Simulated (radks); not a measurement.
# Hg⁺ in [Xe] 4f14 5d10 7s1: an all-electron calculation

Wanted: eigenvalues, radial structure and energy terms of the mercury ion Hg+.

Program: radks (a radial shooting solver on a logarithmic mesh, Libxc functionals) version 1. Level of theory: scalar-relativistic Kohn-Sham, revPBE, spin-polarised, spherical densities, point nucleus; open shells are filled with parallel spins first. These are calculated values, not measurements, unless marked.

### Step 1. What is computed

- element: mercury (Z = 80)
- charge: +1
- electrons: 79
- configuration: [Xe] 4f14 5d10 7s1

Outer shells as boxes (Hund's rule):

Hg⁺
```
[Xe] core
4f [↑↓][↑↓][↑↓][↑↓][↑↓][↑↓][↑↓]
5d [↑↓][↑↓][↑↓][↑↓][↑↓]
7s [↑ ]
```

### Step 2. Self-consistent calculation

Input:

```text
Z 80
configuration [Xe] 4f14 5d10 7s1
relativity scalar-relativistic
functional pbe_r,pbe
spin polarised
nucleus point
c 137.035999084
```

Run with:

```
python run_ks.py task.json out
```

This one command runs every case of the session in turn.

Q: Predict the outcome of this run.

The runs gave:

| quantity | value |
| --- | --- |
| total energy | -19622.3006 hartree |
| exchange-correlation share of it | 1.89 % |
| −T/E | 1.1229 |
| highest occupied level | 7s up, -5.907 eV |
| most extended occupied level | 7s up, <r> = 5.89 bohr |
| radius at density 0.001 e/bohr³ | 3.56 bohr |
| maxima of the radial density | 5 |

The radial density shows 5 maxima for 6 occupied principal shells; where shells overlap, one shows as a shoulder or not at all. −T/E is 1.123: with relativity the kinetic term as defined here no longer equals −E. This is not the tabulated ground configuration, so its levels and sizes aren't those of the ground state, and no measured value stands beside it.
